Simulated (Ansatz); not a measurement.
This script makes cell relaxations under several functionals of BN, space group F-43m with Ansatz 0.2.0 through its Python package.

`bn.py`:
```python
from dataclasses import dataclass

import ansatz as az
import numpy as np
from pymatgen.core import Lattice, Structure
from pymatgen.io.ase import AseAtomsAdaptor


@dataclass
class RunConfig:
    mesh: tuple[int, ...] = (10, 10, 10)
    occupations: str = "Fixed"
    ecut: int = 550


opts = RunConfig()

def edges_and_angles(cell):
    cell = np.asarray(cell)
    a, b, c = np.linalg.norm(cell, axis=1)
    cosines = cell[1] @ cell[2] / (b * c), cell[0] @ cell[2] / (a * c), cell[0] @ cell[1] / (a * b)
    return (a, b, c, *np.degrees(np.arccos(cosines)))

pmg_structure = Structure(
    Lattice([(0.0, 1.8075, 1.8075), (1.8075, 0.0, 1.8075), (1.8075, 1.8075, 0.0)]),
    ["B", "N"],
    [
        (0.0, 0.0, 0.0),
        (0.25, 0.25, 0.25),
    ],
)
crystal = az.Crystal.from_ase(AseAtomsAdaptor.get_atoms(pmg_structure))

calculation = (
    crystal.calculation()
    .kpoints(mesh=opts.mesh, center="gamma")
    .occupations(opts.occupations)
    .basis(opts.ecut)
    .relax(cell=True, max_steps=30)
)

levels = [("pbe", "none"), ("r2scan", "none"), ("lda", "none")]
print("level            a       b       c    alpha   beta  gamma  V/atom  steps")
for name, dispersion in levels:
    seen = []
    run = calculation.functional(name, dispersion=dispersion).session().plan()
    done = run.execute(on_event=lambda e: seen.append(e) if e["event"] == "relax_step" else None)
    cell = done.lattice.cell_ang
    label = name if dispersion == "none" else f"{name}+{dispersion}"
    print("{:13s} {:7.4f} {:7.4f} {:7.4f} {:6.2f} {:6.2f} {:6.2f}".format(label, *edges_and_angles(cell)), f"{abs(np.linalg.det(cell)) / len(done.lattice.sites):7.3f} {len(seen):5d}")
```

Rank the levels of theory by the volume of the relaxed cell.

From smallest to largest: LDA (5.74 Å³ an atom, -2.8 % against the start), r2SCAN (5.88 Å³ an atom, -0.4 % against the start) and PBE (5.95 Å³ an atom, +0.8 % against the start). The spread is 3.7 % in volume.

The output:

```console
$ python bn.py
level            a       b       c    alpha   beta  gamma  V/atom  steps
pbe            2.5631  2.5631  2.5631  60.00  60.00  60.00   5.953     4
r2scan         2.5524  2.5524  2.5524  60.00  60.00  60.00   5.879     4
lda            2.5319  2.5319  2.5319  60.00  60.00  60.00   5.739     5
```

Notes:
- Forces vanish by symmetry, so the ions can't move, and the end may be a saddle.
- Edges and angles are those of the cell as typed, here a primitive one, not of the conventional cell.
- The starting cell is as deposited in a crystallographic database; the results hold for this polymorph, which needn't be the stable one.
- Finished in 11 s on 1 thread of Arm Neoverse V1, on a shared host, peak memory 0.44 GiB.
